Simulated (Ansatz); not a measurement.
# InP (F-43m): a single-point run

The task is a single-point run on InP (F-43m). The structure is shown as the input types it.

The COD entry's cell or inner coordinates are ideal or old and differ from later refinements, so a difference from it is no clean test against experiment.

Method: DFT PBE, scalar-relativistic, plane waves, PAW, in Ansatz 0.2.0.

## (1) The system as given

Symmetry: F-43m, No. 216, cubic system. Conventional cell: a = 5.861 Å, b = 5.861 Å, c = 5.861 Å, α = 90.00°, β = 90.00°, γ = 90.00°. Around In (site symmetry -43m) lie 4 P at 2.54 Å. P (site symmetry -43m) has 4 In at 2.54 Å in its first shell of neighbours.

As a file:

```xyz
2
Lattice="0.0000 2.9305 2.9305 2.9305 0.0000 2.9305 2.9305 2.9305 0.0000" Properties=species:S:1:pos:R:3 pbc="T T T"
In    0.0000    0.0000    0.0000
P     4.3958    4.3958    4.3958
```

## (2) Running it

input.yaml reads:

```yaml
crystal:
  lattice:
    - [0.0, 2.9305005221, 2.9305005221]
    - [2.9305005221, 0.0, 2.9305005221]
    - [2.9305005221, 2.9305005221, 0.0]
  atoms:
    - { symbol: In, position: [0.0, 0.0, 0.0] }
    - { symbol: P, position: [0.75, 0.75, 0.75] }
basis:
  ecutwfc: 420
  ecutrho_ratio: 4
kpoints:
  mp_grid: { grid: [8, 8, 8] }
hamiltonian:
  xc: pbe
scf:
  occupations: { method: gaussian, width: 0.05 }
  max_iter: 80
output:
  forces: true
  stress: true
magnetization:
  spin_polarized: true
  initial_magnetization: 15
```

On the command line:

```
> ansatz run input.yaml --threads 4 --pin off --max-ram 8192MiB --backend cpu --events-out ev --progress --plain --runs-dir out
```

What happens when this is run?

The program finished normally, with warnings (seeded moment not kept). Its log warns: «the starting moments were not kept: the SCF closed with an absolute magnetisation of 4.4e-7 μB, where they sum to 15 μB in size (2 sites) ...»

In the input, magnetization.spin_polarized is true; magnetization.initial_magnetization is 15. A typed moment is only a start; here the run ends at the energy of the run without it (within 1 meV an atom), so the result stands.

No remedy is needed.
